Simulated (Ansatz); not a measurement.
# BFH5NO: the cost of one run

All numbers below are computed with Ansatz 0.2.0 (RKS PBE/6-31G*).

**1. The structure to begin with**

Bond lengths: B1–F2 1.670 Å, B1–O3 1.410 Å, O3–H4 1.010 Å, B1–H5 1.190 Å, B1–N6 1.850 Å, N6–H7 1.060 Å, N6–H8 1.060 Å, N6–H9 1.170 Å. Angles: F2–B1–O3 120.0°, F2–B1–H5 120.0°, F2–B1–N6 71.6°, O3–B1–H5 120.0°, O3–B1–N6 96.8°, H5–B1–N6 101.3°, B1–O3–H4 109.5°, B1–N6–H7 120.0°, B1–N6–H8 120.0°, B1–N6–H9 72.7°, H7–N6–H8 120.0°, H7–N6–H9 52.9°, H8–N6–H9 154.2°.

Structure file:

```xyz
9

B     0.0000    0.0000    0.0000
F     0.0000    0.0000    1.6700
O     1.2211    0.0000   -0.7050
H     1.5209   -0.9519   -0.8599
H    -1.0305    0.0000   -0.5950
N     0.0829    1.7537    0.5833
H     0.4765    1.9752    1.5423
H    -0.2631    2.5370   -0.0414
H     0.0507    1.0726    1.5337
```

**2. Pulling towards end A**

Springs on the bonds that form and break draw the guess towards this end; the thresholds are loose.

File input.yaml:

```yaml
crystal:
  periodic: [false, false, false]
  atoms:
    - { symbol: B, position_ang: [0.0, 0.0, 0.0] }
    - { symbol: F, position_ang: [0.0, 0.0, 1.67] }
    - { symbol: O, position_ang: [1.2211, 0.0, -0.705] }
    - { symbol: H, position_ang: [1.5209, -0.9519, -0.8599] }
    - { symbol: H, position_ang: [-1.0305, 0.0, -0.595] }
    - { symbol: "N", position_ang: [0.0829, 1.7537, 0.5833] }
    - { symbol: H, position_ang: [0.4765, 1.9752, 1.5423] }
    - { symbol: H, position_ang: [-0.2631, 2.537, -0.0414] }
    - { symbol: H, position_ang: [0.0507, 1.0726, 1.5337] }
basis:
  gaussian: { orbitals: "6-31G*" }
hamiltonian:
  xc: pbe
relax:
  f_tol: 0.15
  max_steps: 25
  restrain:
    - { distance: [0, 5], at: 2.75, k: 30.0 }
    - { distance: [8, 1], at: 2.12, k: 30.0 }
    - { distance: [0, 1], at: 1.32, k: 30.0 }
    - { distance: [8, 5], at: 1.06, k: 30.0 }
```

Command:

```bash
ansatz run input.yaml --threads 1 --pin off --max-ram 2048MiB --backend cpu --events-out ev --progress --plain --runs-dir out
```

**Question.** How long does this run take on 1 thread of Intel Xeon Platinum 8488C (Sapphire Rapids), shared host, and how much memory does it need?

About 20 s, with a peak of 0.17 GiB.
